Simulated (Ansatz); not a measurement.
# C2H6OSi2 (SMILES O[SiH2]C#C[SiH3]): levels of theory compared

Aim: a comparison of 4 runs (B3LYP/6-31G*, MP2/3-21G, CCSD(T)/3-21G, CCSD(T)/6-31G**) of C2H6OSi2. 

The results are computed with Ansatz 0.2.0.

3 further runs of the same task are left out: 1 that didn't finish, 2 set aside as unsound or not needed.

## (1) Starting point

C2H6OSi2 has 11 atoms, charge 0, and is taken as a singlet. SMILES: `O[SiH2]C#C[SiH3]`. The shape is that of a PBE0-D4/def2-TZVP optimisation. This is one conformer, not always the lowest.

Bond lengths: O1–Si2 1.641 Å, Si2–C3 1.830 Å, C3–C4 1.215 Å, C4–Si5 1.826 Å, O1–H6 0.958 Å, Si2–H7 1.485 Å, Si2–H8 1.477 Å, Si5–H9 1.483 Å, Si5–H10 1.483 Å, Si5–H11 1.483 Å. Some angles: O1–Si2–C3 111.3°, Si2–C3–C4 179.3°, C3–C4–Si5 179.7°, O1–Si2–H7 112.0°, O1–Si2–H8 106.2°, C3–Si2–H7 106.9°, C3–Si2–H8 109.7°, Si2–O1–H6 117.9°, C4–Si5–H9 109.2°, C4–Si5–H10 109.2°.

## (2) Energy and forces at B3LYP/6-31G(d) (spherical functions) (run 1)

File run.yaml:

```yaml
crystal:
  periodic: [false, false, false]
  atoms:
    - {symbol: O, position_ang: [-1.914600, -1.887500, 1.499100]}
    - {symbol: Si, position_ang: [-0.322800, -1.495300, 1.576600]}
    - {symbol: C, position_ang: [0.129400, -0.290300, 0.275200]}
    - {symbol: C, position_ang: [0.424700, 0.521200, -0.579500]}
    - {symbol: Si, position_ang: [0.872800, 1.733000, -1.869700]}
    - {symbol: H, position_ang: [-2.554000, -1.174100, 1.512000]}
    - {symbol: H, position_ang: [0.036500, -0.879300, 2.878900]}
    - {symbol: H, position_ang: [0.421900, -2.754400, 1.369300]}
    - {symbol: H, position_ang: [1.607100, 2.861100, -1.246900]}
    - {symbol: H, position_ang: [1.730900, 1.073000, -2.883200]}
    - {symbol: H, position_ang: [-0.366600, 2.235500, -2.511100]}
basis:
  gaussian:
    orbitals: 6-31G_st_-spherical.json
accuracy: high
hamiltonian:
  xc: {name: B3LYP}
output:
  forces: true
  orbitals: {seedname: orbitals}
```

The basis set 6-31G* is read from a file made from the Basis Set Exchange's data (not shown).

The run is started by

```console
ansatz run run.yaml --threads 1 --pin off --max-ram 2610MiB --events-out events.jsonl --progress --plain --runs-dir runs
```

What it wrote, cut to the lines that bear on the results:

```text
Warning: RAYON_NUM_THREADS=1 ignored (pool sized by the plan → 1); use --threads N
Functional definition: B3LYP
  name "B3LYP"
[...]
2031 factors; integrals over basis functions are off by at most 7.2e-9 eV
[...]
mean field -19973.40954187 eV, -734.0092622005 hartree, gradient 3.3e-8 eV, S^2 0.000000; 0 other end points of the search recorded, 0 dependent functions left out
[...]
reference -19973.40959238 eV, -734.0092640566 hartree; 27, 27 occupied and 63, 63 virtual orbitals, 2031 factors
Total energy: -19973.40959238 eV, -734.0092640566 hartree
Atom 0 at    -1.914600    -1.887500     1.499100 Å, force    -0.351490    -0.538874    -0.040989 eV/Å
Atom 1 at    -0.322800    -1.495300     1.576600 Å, force     0.522516     0.133869     0.061988 eV/Å
Atom 2 at     0.129400    -0.290300     0.275200 Å, force    -0.144567    -0.504097     0.527249 eV/Å
Atom 3 at     0.424700     0.521200    -0.579500 Å, force     0.175669     0.504778    -0.529389 eV/Å
Atom 4 at     0.872800     1.733000    -1.869700 Å, force    -0.001671    -0.022627     0.018213 eV/Å
Atom 5 at    -2.554000    -1.174100     1.512000 Å, force    -0.294702     0.332098     0.012030 eV/Å
Atom 6 at     0.036500    -0.879300     2.878900 Å, force     0.047979     0.004261     0.055162 eV/Å
Atom 7 at     0.421900    -2.754400     1.369300 Å, force     0.007707    -0.025620     0.015329 eV/Å
Atom 8 at     1.607100     2.861100    -1.246900 Å, force     0.021101     0.048179    -0.028579 eV/Å
Atom 9 at     1.730900     1.073000    -2.883200 Å, force     0.022565     0.027144    -0.047669 eV/Å
Atom 10 at    -0.366600     2.235500    -2.511100 Å, force    -0.005108     0.040888    -0.043345 eV/Å
Dipole moment:    -0.090331     0.300082    -0.011516 e Å
```

Wall time 7.5 s (1 thread of Intel Xeon 6975P-C (Granite Rapids), shared host); peak memory 0.34 GiB.

## (3) Energy and forces at MP2/3-21G (run 2)

File molecule.yaml:

```yaml
basis:
  gaussian: {orbitals: 3-21G.json}
crystal:
  periodic: [false, false, false]
  atoms:
    - {symbol: O, position_ang: [-1.914600, -1.887500, 1.499100]}
    - {symbol: Si, position_ang: [-0.322800, -1.495300, 1.576600]}
    - {symbol: C, position_ang: [0.129400, -0.290300, 0.275200]}
    - {symbol: C, position_ang: [0.424700, 0.521200, -0.579500]}
    - {symbol: Si, position_ang: [0.872800, 1.733000, -1.869700]}
    - {symbol: H, position_ang: [-2.554000, -1.174100, 1.512000]}
    - {symbol: H, position_ang: [0.036500, -0.879300, 2.878900]}
    - {symbol: H, position_ang: [0.421900, -2.754400, 1.369300]}
    - {symbol: H, position_ang: [1.607100, 2.861100, -1.246900]}
    - {symbol: H, position_ang: [1.730900, 1.073000, -2.883200]}
    - {symbol: H, position_ang: [-0.366600, 2.235500, -2.511100]}
correlation: {method: mp2, frozen_orbitals: {C: 1, H: 0, O: 1, Si: 5}}
accuracy: high
output: {forces: true, orbitals: {seedname: orbitals}}
```

The basis set 3-21G is read from a file made from the Basis Set Exchange's data (not shown).

The run is started by

```console
ansatz run molecule.yaml --threads 1 --pin off --max-ram 2610MiB --events-out events.jsonl --progress --plain --runs-dir runs
```

What it wrote, cut to the lines that bear on the results:

```text
Warning: RAYON_NUM_THREADS=1 ignored (pool sized by the plan → 1); use --threads N
Functional definition: HF
  name "HF"
[...]
1495 factors; integrals over basis functions are off by at most 1.7e-8 eV
[...]
mean field -19810.73888646 eV, -728.0312258764 hartree, gradient 7.5e-8 eV, S^2 0.000000; 0 other end points of the search recorded, 0 dependent functions left out
13 core orbitals not correlated: weight in the atoms' cores, before any rotation towards them, 1.000 or more for the frozen orbitals, at most 0.000 for the correlated occupied ones
reference -19810.73888646 eV, -728.0312258764 hartree; 14, 14 occupied and 38, 38 virtual orbitals, 1495 factors
second order -10.94240347 eV of doubles, -0.00000000 eV of singles
[...]
Total energy: -19821.68128994 eV, -728.4333517871 hartree
Atom 0 at    -1.914600    -1.887500     1.499100 Å, force    -1.112347    -1.163248    -0.057294 eV/Å
Atom 1 at    -0.322800    -1.495300     1.576600 Å, force     1.590154    -0.455206     0.779012 eV/Å
Atom 2 at     0.129400    -0.290300     0.275200 Å, force     0.013270    -0.653238     0.739651 eV/Å
Atom 3 at     0.424700     0.521200    -0.579500 Å, force     0.164964     0.618953    -0.659279 eV/Å
Atom 4 at     0.872800     1.733000    -1.869700 Å, force     0.237852     0.616776    -0.670579 eV/Å
Atom 5 at    -2.554000    -1.174100     1.512000 Å, force    -1.255789     0.739432    -0.009337 eV/Å
Atom 6 at     0.036500    -0.879300     2.878900 Å, force     0.164267     0.143846     0.194311 eV/Å
Atom 7 at     0.421900    -2.754400     1.369300 Å, force     0.112603    -0.098167    -0.056914 eV/Å
Atom 8 at     1.607100     2.861100    -1.246900 Å, force     0.127050     0.209864     0.069638 eV/Å
Atom 9 at     1.730900     1.073000    -2.883200 Å, force     0.146844    -0.073192    -0.192863 eV/Å
Atom 10 at    -0.366600     2.235500    -2.511100 Å, force    -0.188867     0.114180    -0.136345 eV/Å
Dipole moment:    -0.078826     0.368496    -0.017061 e Å
```

Run time: 2.3 s. Hardware: 1 thread of Intel Xeon 6975P-C (Granite Rapids), shared host; peak memory 0.19 GiB.

Run 3 isn't shown in full; the table further down has it.

## (4) Energy and gradient at CCSD(T)/6-31G(d,p) (spherical functions) (run 4)

File job.yaml:

```yaml
crystal:
  periodic: [false, false, false]
  atoms:
    - symbol: O
      position_ang: [-1.914600, -1.887500, 1.499100]
    - symbol: Si
      position_ang: [-0.322800, -1.495300, 1.576600]
    - symbol: C
      position_ang: [0.129400, -0.290300, 0.275200]
    - symbol: C
      position_ang: [0.424700, 0.521200, -0.579500]
    - symbol: Si
      position_ang: [0.872800, 1.733000, -1.869700]
    - symbol: H
      position_ang: [-2.554000, -1.174100, 1.512000]
    - symbol: H
      position_ang: [0.036500, -0.879300, 2.878900]
    - symbol: H
      position_ang: [0.421900, -2.754400, 1.369300]
    - symbol: H
      position_ang: [1.607100, 2.861100, -1.246900]
    - symbol: H
      position_ang: [1.730900, 1.073000, -2.883200]
    - symbol: H
      position_ang: [-0.366600, 2.235500, -2.511100]
basis:
  gaussian:
    orbitals: 6-31G_st__st_-spherical.json
correlation:
  method: ccsd_t
  frozen_orbitals: {C: 1, H: 0, O: 1, Si: 5}
accuracy: high
scf:
  omitted_lower_state_checks: [cluster_reference, increment]
output: {forces: true, orbitals: {seedname: orbitals}}
```

The basis set 6-31G** is read from a file made from the Basis Set Exchange's data (not shown).

The run is started by

```console
ansatz run job.yaml --threads 1 --pin off --max-ram 2610MiB --events-out events.jsonl --progress --plain --runs-dir runs
```

What it wrote, cut to the lines that bear on the results:

```text
Warning: RAYON_NUM_THREADS=1 ignored (pool sized by the plan → 1); use --threads N
[... 2 set-up lines as earlier in the session ...]
[...]
2421 factors; integrals over basis functions are off by at most 9.0e-9 eV
[...]
mean field -19916.88924862 eV, -731.9321797344 hartree, gradient 2.0e-8 eV, S^2 0.000000; 0 other end points of the search recorded, 0 dependent functions left out
13 core orbitals not correlated: weight in the atoms' cores, before any rotation towards them, 1.000 or more for the frozen orbitals, at most 0.000 for the correlated occupied ones
reference -19916.88924862 eV, -731.9321797344 hartree; 14, 14 occupied and 81, 81 virtual orbitals, 2421 factors
second order -16.65240614 eV of doubles, -0.00000000 eV of singles
cycle   1  -17.20433741 eV  change   -5.5e-1 eV  update   1.1e-1
[...]
cycle  22  -17.89743863 eV  change   9.2e-10 eV  update  9.8e-10
perturbative correction -0.57852692 eV, -0.0212604723 hartree
[...]
Atom 1 at    -0.322800    -1.495300     1.576600 Å, force     0.776073    -0.040268     0.324651 eV/Å
Atom 2 at     0.129400    -0.290300     0.275200 Å, force    -0.412805    -1.192941     1.241960 eV/Å
Atom 3 at     0.424700     0.521200    -0.579500 Å, force     0.417411     1.163528    -1.212826 eV/Å
Atom 4 at     0.872800     1.733000    -1.869700 Å, force     0.098338     0.254806    -0.281435 eV/Å
Atom 5 at    -2.554000    -1.174100     1.512000 Å, force    -0.106755     0.112996     0.002188 eV/Å
Atom 6 at     0.036500    -0.879300     2.878900 Å, force    -0.006524    -0.074360    -0.118280 eV/Å
Atom 7 at     0.421900    -2.754400     1.369300 Å, force    -0.081868     0.142706     0.037787 eV/Å
Atom 8 at     1.607100     2.861100    -1.246900 Å, force    -0.070284    -0.099570    -0.085118 eV/Å
Atom 9 at     1.730900     1.073000    -2.883200 Å, force    -0.083295     0.089769     0.087458 eV/Å
Atom 10 at    -0.366600     2.235500    -2.511100 Å, force     0.135621    -0.031503     0.046498 eV/Å
Dipole moment:    -0.086261     0.302360    -0.008571 e Å
Checks for a lower state left out: cluster_reference, increment
```

Run time: 1.8 min. Hardware: 1 thread of Intel Xeon 6975P-C (Granite Rapids), shared host; peak memory 1.3 GiB.

## (5) Overview of the runs

```csv
run,level,frozen core orbitals,energy (Eh),dipole moment (D),HOMO energy (eV),LUMO energy (eV),wall time
1,B3LYP/6-31G* (spherical functions),–,-734.009264,1.51,-7.66,-0.81,7.5 s
2,MP2/3-21G,13,-728.433352,1.81,-10.85,3.03,2.3 s
3,CCSD(T)/3-21G,13,-728.483188,1.81,-10.85,3.03,13 s
4,CCSD(T)/6-31G** (spherical functions),13,-732.611159,1.51,-10.67,2.83,1.8 min
```

## (6) Outcome

```
                                           quantity          value
                                run 4: total energy  -732.61116 Eh
          run 4: dipole moment (correlated density)         1.51 D
         run 4: HOMO energy (Hartree–Fock orbitals)      -10.67 eV
         run 4: LUMO energy (Hartree–Fock orbitals)        2.83 eV
       run 4: HOMO–LUMO gap (Hartree–Fock orbitals)       13.50 eV
run 4: correlation energy (13 core orbitals frozen)     -679.0 mEh
                              run 4: (T) correction     -21.26 mEh
                               run 4: T1 diagnostic          0.012
                    run 4: largest force on an atom     1.771 eV/Å
```

The dipole moment (its size) runs from 1.51 D (B3LYP/6-31G*) to 1.81 D (MP2/3-21G). The two ends differ in method and basis. All runs together took 2.2 min, the longest 1.8 min.
